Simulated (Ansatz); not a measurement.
# FH₃OSeSi: how energies converge with the basis set

One table from this session's results is given with a row withheld; the runs are named, their logs left out.

Method: one geometry, several basis sets; program: Ansatz 0.2.0, Gaussian basis.

Plan: PBE0-D4/def2-SVP; ωB97M-V/def2-SVP; PBE0-D4/def2-QZVPP; ωB97M-V/def2-QZVPP; the functionals' def2-TZVPP values are taken from earlier runs.

### The relaxed structure

An earlier PBE0-D4 in a triple-zeta def2 set relaxation fixed the geometry.

SMILES `O[SiH](F)[SeH]`, 7 atoms, charge 0, spin multiplicity 1.

Atoms are counted from 1 here; the program's logs count them from 0.

Bond lengths: O1–Si2 1.626 Å, O1–H5 0.960 Å, Si2–F3 1.593 Å, Si2–Se4 2.267 Å, Si2–H6 1.471 Å, Se4–H7 1.470 Å. Angles: Si2–O1–H5 118.0°, O1–Si2–F3 111.6°, O1–Si2–Se4 112.8°, O1–Si2–H6 105.8°, F3–Si2–Se4 103.3°, F3–Si2–H6 108.6°, Se4–Si2–H6 114.8°, Si2–Se4–H7 91.2°.

The first run:

The input, in.yaml:

```yaml
crystal:
  periodic: [false, false, false]
  atoms:
    - {symbol: O, position_ang: [-0.890869, 1.147606, 0.204435]}
    - {symbol: Si, position_ang: [0.164799, -0.038686, 0.551814]}
    - {symbol: F, position_ang: [-0.400286, -1.018069, 1.673824]}
    - {symbol: Se, position_ang: [0.540014, -1.421484, -1.204600]}
    - {symbol: H, position_ang: [-1.674022, 0.919780, -0.301088]}
    - {symbol: H, position_ang: [1.365177, 0.632520, 1.074824]}
    - {symbol: H, position_ang: [0.956388, -0.289768, -2.044810]}
basis:
  gaussian: {orbitals: def2-SVP}
hamiltonian: {xc: pbe0, dispersion: d4}
output: {orbitals: {seedname: orbitals}}
```

Launch:

```bash
$ ansatz run in.yaml --threads 2 --pin off --events-out ev --progress --plain --max-ram 4352MiB
```

Among the steps run: PBE0-D4 in def2-SVP; ωB97M-V in def2-SVP; PBE0-D4 in def2-QZVPP; ωB97M-V in def2-QZVPP.

One table of the session follows, with a row left open; its other results are not shown here.

It belongs to the step «Functionals by basis». 

| functional | basis | HOMO (eV) | LUMO (eV) |
| --- | --- | --- | --- |
| PBE0-D4 | def2-SVP | ? | ? |
| PBE0-D4 | def2-TZVPP | -7.47 | -0.09 |
| PBE0-D4 | def2-QZVPP | -7.50 | -0.23 |
| ωB97M-V | def2-SVP | -9.49 | 2.21 |
| ωB97M-V | def2-TZVPP | -9.64 | 1.78 |
| ωB97M-V | def2-QZVPP | -9.66 | 1.35 |

Estimate the missing values for PBE0-D4, def2-SVP.

**Answer.** HOMO (eV): -7.34; LUMO (eV): 0.17. In the column «HOMO (eV)» it is the highest.
